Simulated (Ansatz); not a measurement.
Write a Python script for the Python package of Ansatz (0.2.0) that makes a scan of the Hubbard U of KCuCl₃, space group Pm-3m. Settings (first run): LDA, PAW, the default cutoff (420 eV here), 5×5×5 k-points, Fermi-Dirac smearing of 0.1 eV.

```cif
data_structure
_symmetry_space_group_name_H-M 'P 1'
_symmetry_Int_Tables_number 1
_cell_length_a 4.7981
_cell_length_b 4.7981
_cell_length_c 4.7981
_cell_angle_alpha 90.000
_cell_angle_beta 90.000
_cell_angle_gamma 90.000
_cell_volume 110.46
loop_
_atom_site_label
_atom_site_type_symbol
_atom_site_fract_x
_atom_site_fract_y
_atom_site_fract_z
_atom_site_occupancy
K1 K 0.00000 0.00000 0.00000 1
Cu1 Cu 0.50000 0.50000 0.50000 1
Cl1 Cl 0.00000 0.50000 0.50000 1
Cl2 Cl 0.50000 0.00000 0.50000 1
Cl3 Cl 0.50000 0.50000 0.00000 1
```

The script, `plus_u.py`:
```python
'''DFT+U scan for KCuCl3.'''

from dataclasses import dataclass

import ansatz as az
import numpy as np
import pandas as pd


@dataclass
class Options:
    smearing_width: float = 0.1
    functional: str = 'LDA'


cfg = Options()


def count_gap(report):
    # lowest empty less highest filled band, counting bands; zero where they overlap
    return max(report.get('gap_by_band_count_ev') or 0.0, 0.0)


def main() -> None:
    lattice = az.Lattice.of(
        (4.798052, 0.0, 0.0),
        (0.0, 4.798052, 0.0),
        (0.0, 0.0, 4.798052),
    )
    sites = [
        ('K', (0.0, 0.0, 0.0)),
        ('Cu', (0.5, 0.5, 0.5)),
        ('Cl', (0.0, 0.5, 0.5)),
        ('Cl', (0.5, 0.0, 0.5)),
        ('Cl', (0.5, 0.5, 0.0)),
    ]
    system = az.Crystal(lattice=lattice)
    for symbol, position in sites:
        system = system.atom(symbol, position)

    calc = (
        system.calculation()
        .occupations(az.OccupationsMethod.FERMI_DIRAC, width=cfg.smearing_width)
        .functional(cfg.functional)
        .kpoints(5, center='gamma')
        .band_table()
    )
    rows = []
    for u in [2.0, 4.0, 6.0, 8.0]:
        r = calc.hubbard('Cu', 'd', u_eff=u).run(threads=1).report
        shell = r['hubbard']['n_scf']
        rows.append((u, count_gap(r), sum(shell) / len(shell), r['n_iterations']))
    print(pd.DataFrame(rows, columns=['U_eff eV', 'gap by band count eV', 'Cu d occupation (projector)', 'iterations']).round(4).to_string(index=False))
    print('eigenvalues of the first occupation matrix at the last U, by spin:')
    for channel in r['hubbard']['n_eig'][0]:
        print('  ', ' '.join(f'{n:.3f}' for n in channel))


if __name__ == '__main__':
    main()
```

`python plus_u.py` gives:
```text
DeckWarning: basis.ecutwfc = 420 eV, auto-derived from the records' recommended cutoffs: set by K (normal level)
 U_eff eV  gap by band count eV  Cu d occupation (projector)  iterations
      2.0                   0.0                       9.5882           9
      4.0                   0.0                       9.6423          10
      6.0                   0.0                       9.6942          10
      8.0                   0.0                       9.7422          11
eigenvalues of the first occupation matrix at the last U, by spin:
   0.939 0.939 0.998 0.998 0.998
```
(Warnings from the package without file and line.)

The cell holds an odd number of electrons and is run without spin, so a magnetic state may lie lower. For a metal this k-point mesh is coarse: on a finer one energies can move by several to tens of meV an atom and pressures by half a GPa or more, differences at one mesh by less. A gap by band count of zero or less means overlapping bands, a metal, and at an odd count of electrons it is no gap at all. A Hubbard U without spin forces both spins into the same orbitals, which can open a gap or pick a state that a spin-polarised run wouldn't. The structure comes from a database of computed cells and needn't be a stable or known phase. Levels are Kohn-Sham eigenvalues on this mesh. Shell occupations and the effect of U depend on the projectors; a run with no .spin step is spin-unpolarised, and each U may end in a state that isn't the lowest. Finished in 10 s on 1 thread of Arm Neoverse V2, on a shared host, peak memory 0.45 GiB.
